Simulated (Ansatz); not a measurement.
**GeTe (SMILES [Ge][Te]): wB97X/STO-3G**

What is the electronic atomisation energy of GeTe at wB97X/STO-3G? 

Program for the calculation: Ansatz 0.2.0.

73 further runs of the same task are left out: 41 that didn't finish, 32 set aside as unsound or not needed.

**1. The molecule**

GeTe: 2 atoms, total charge 0, spin state singlet. SMILES: `[Ge][Te]`. Geometry: the measured bond length.

Bond lengths: Ge1–Te2 2.340 Å.

**2. The energy at wB97X/STO-3G**

File input.yaml:

```yaml
crystal:
  periodic: [false, false, false]
  atoms:
    - {symbol: Ge, position_ang: [0.000000, 0.000000, 0.000000]}
    - {symbol: Te, position_ang: [0.000000, 0.000000, 2.340165]}
basis:
  gaussian: {orbitals: STO-3G}
hamiltonian: {xc: {name: wB97X}}
accuracy: high
```

Run with:

```console
$ ansatz run input.yaml --threads 1 --pin off --max-ram 2610MiB --events-out events.jsonl --progress --plain --runs-dir runs
```

Log:

```text
Warning: RAYON_NUM_THREADS=1 ignored (pool sized by the plan → 1); use --threads N
Functional definition: wB97X
  name "wB97X"
  parameter omega = 0.3/bohr
  parameter cx = 0.157706
  parameter cx1 = 0.726479
  parameter cx2 = 1.04760
  parameter cx3 = -5.70635
  parameter cx4 = 13.2794
  parameter css1 = -4.33879
  parameter css2 = 18.2308
  parameter css3 = -31.7430
  parameter css4 = 17.2901
  parameter cos1 = 2.37031
  parameter cos2 = -11.3995
  parameter cos3 = 6.58405
  parameter cos4 = -3.78132
  exchange = spin_sum(e_x_unif_sr(omega)*poly(b97_u_x, 1 - cx, cx1, cx2, cx3, cx4)) + cx*exact_x_sr(omega)
      + exact_x_lr(omega)
  correlation = spin_sum(e_c_pw_same_spin*poly(b97_u_same, 1, css1, css2, css3, css4))
      + integral(e_c_pw_opposite_spin*poly(b97_u_opposite, 1, cos1, cos2, cos3, cos4))
564 factors; integrals over basis functions are off by at most 4.8e-9 eV
118 factors; integrals over basis functions are off by at most 1.1e-9 eV
mean field evaluation 1: about -234082.3762 eV, gradient 2.1e1 eV
mean field evaluation 2: about -234078.9991 eV, gradient 3.9e1 eV
mean field evaluation 4: about -234085.6858 eV, gradient 4.9e-1 eV
mean field evaluation 8: about -234085.6926 eV, gradient 2.5e-2 eV
mean field evaluation 16: about -234085.6926 eV, gradient 3.2e-6 eV
mean field -234085.69263256 eV, -8602.4905352651 hartree, gradient 3.1e-8 eV, S^2 0.000000; 0 other end points of the search recorded, 0 dependent functions left out
reference -234085.69263104 eV, -8602.4905352093 hartree; 42, 42 occupied and 3, 3 virtual orbitals, 564 factors
Total energy: -234085.69263104 eV, -8602.4905352093 hartree
```

Wall time 9.6 s (1 thread of Arm Neoverse V1, shared host); peak memory 0.26 GiB.

**3. The Ge atom**

File run.yaml:

```yaml
crystal:
  periodic: [false, false, false]
  atoms:
    - symbol: Ge
      position_ang: [0.000000, 0.000000, 0.000000]
basis:
  gaussian:
    orbitals: STO-3G
hamiltonian:
  xc: {name: wB97X}
accuracy: high
magnetization:
  spin_polarized: true
  initial_magnetization: 2
```

Run the same way, it converges to -2052.91787 Eh (log not shown).

**4. The Te atom at the same level**

File job.yaml:

```yaml
crystal:
  periodic: [false, false, false]
  atoms:
    - {symbol: Te, position_ang: [0.000000, 0.000000, 0.000000]}
basis:
  gaussian: {orbitals: STO-3G}
hamiltonian: {xc: {name: wB97X}}
accuracy: high
magnetization: {spin_polarized: true, initial_magnetization: 2}
```

Run with:

```console
$ ansatz run job.yaml --threads 1 --pin off --max-ram 2610MiB --events-out events.jsonl --progress --plain --runs-dir runs
```

Log (excerpt; [...] marks lines left out):

```text
Warning: RAYON_NUM_THREADS=1 ignored (pool sized by the plan → 1); use --threads N
[... 2 set-up lines as earlier in the session ...]
[...]
      + exact_x_lr(omega)
[...]
      + integral(e_c_pw_opposite_spin*poly(b97_u_opposite, 1, cos1, cos2, cos3, cos4))
251 factors; integrals over basis functions are off by at most 4.0e-9 eV
55 factors; integrals over basis functions are off by at most 3.5e-10 eV
[...]
mean field -178217.27565659 eV, -6549.3640803717 hartree, gradient 4.2e-8 eV, S^2 2.000000; 0 other end points of the search recorded, 0 dependent functions left out
reference -178217.27565577 eV, -6549.3640803414 hartree; 27, 25 occupied and 0, 2 virtual orbitals, 251 factors
Total energy: -178217.27565577 eV, -6549.3640803414 hartree
```

It took 5.1 s on 1 thread of Arm Neoverse V1, shared host; peak memory 0.26 GiB.

**5. Outcome**

Level: wB97X/STO-3G.

| quantity | value |
| --- | --- |
| molecule: total energy | -8602.49054 Eh |
| Ge atom: total energy | -2052.91787 Eh |
| Ge atom: ⟨S²⟩ | 2.230 |
| Te atom: total energy | -6549.36408 Eh |
| Te atom: ⟨S²⟩ | 2.000 |
| electronic atomisation energy | 5.676 eV |

In words: Taking the molecule apart into free atoms costs 5.68 eV (131 kcal/mol), before zero-point energy and without spin-orbit coupling. In a minimal basis such a difference can be off by several eV, whatever the method. Relativity is left out (molecule) although the molecule holds a heavy atom. ⟨S²⟩ (Ge atom) is 2.23 where a pure triplet has 2.00: the reference is spin-contaminated. Relativity is left out (Te atom) although the molecule holds a heavy atom.
